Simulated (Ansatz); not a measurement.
# Rh: the cost of one run

Computed with Ansatz 0.2.0 through its Python package. Level of theory: DFT r2SCAN, plane waves, PAW.

## (1) The structure

The structure is hexagonal, space group P6_3/mmc (No. 194). The conventional cell has a = 2.692 Å, b = 2.692 Å, c = 8.798 Å, α = 90.00°, β = 90.00°, γ = 120.00°. Rh (site symmetry -3m) has 12 Rh at 2.69 Å as nearest neighbours. Around Rh (site symmetry -6m2) lie 12 Rh at 2.69 Å.

The script holds or builds the structure itself.

## (2) The code

File rh_ecut.py:

```python
'''Cutoff test for Rh.'''

import ansatz
import matplotlib.pyplot as plt

lattice = ansatz.Lattice.of(
    (2.691745, 0.0, 0.0),
    (-1.345872, 2.331119, 0.0),
    (0.0, 0.0, 8.79807),
)
sites = [
    ('Rh', (0.0, 0.0, 0.0)),
    ('Rh', (1 / 3, 2 / 3, 0.25)),
    ('Rh', (0.0, 0.0, 0.5)),
    ('Rh', (2 / 3, 1 / 3, 0.75)),
]
xtal = ansatz.Crystal(lattice=lattice)
for symbol, position in sites:
    xtal = xtal.atom(symbol, position)

setup = xtal.calculation()
setup = setup.functional(ansatz.Functional.R2SCAN)
setup = setup.kpoints(10, 10, 3)
setup = setup.occupations(ansatz.OccupationsMethod.COLD, width=0.15)
setup = setup.forces().stress()

rows = []
for value in [300, 400, 500, 600]:
    report = setup.basis(value).run().report
    rows.append((value, report['free_energy_ev'] / len(report['lattice']['sites']), report['n_iterations'], sum(report['stress_gpa'][i][i] for i in range(3)) / 3, max(abs(f) for row in report['forces_ev_ang'] for f in row), report['n_pw']))

print(' cutoff (eV)   F/atom (eV)    iterations       P (GPa)  max component (eV/A)   plane waves')
for row in rows:
    print(f'{str(row[0]):>12s}  {row[1]:12.5f}  {row[2]:12d}  {row[3]:12.3f}  {row[4]:20.4f}  {row[5]:12d}')

# differences from the last row
for row in rows[:-1]:
    shift = 1000 * (row[1] - rows[-1][1])
    print(f'{row[0]}: {shift:+.2f} meV/atom' + ('  (within 5 meV)' if abs(shift) < 5 else ''))
plt.figure(figsize=(4.5, 3))
plt.plot([str(row[0]) for row in rows], [1000 * (row[1] - rows[-1][1]) for row in rows], 'o-')
plt.xlabel('cutoff (eV)')
plt.ylabel('F - F(last) (meV/atom)')
plt.tight_layout()
plt.savefig('ecut.png', dpi=100)
```

## (3) Launch

On the command line:

```bash
$ python rh_ecut.py
```

What time and memory should one allow on 1 thread of Arm Neoverse V1, shared host?

About 32 s, with a peak of 0.65 GiB.
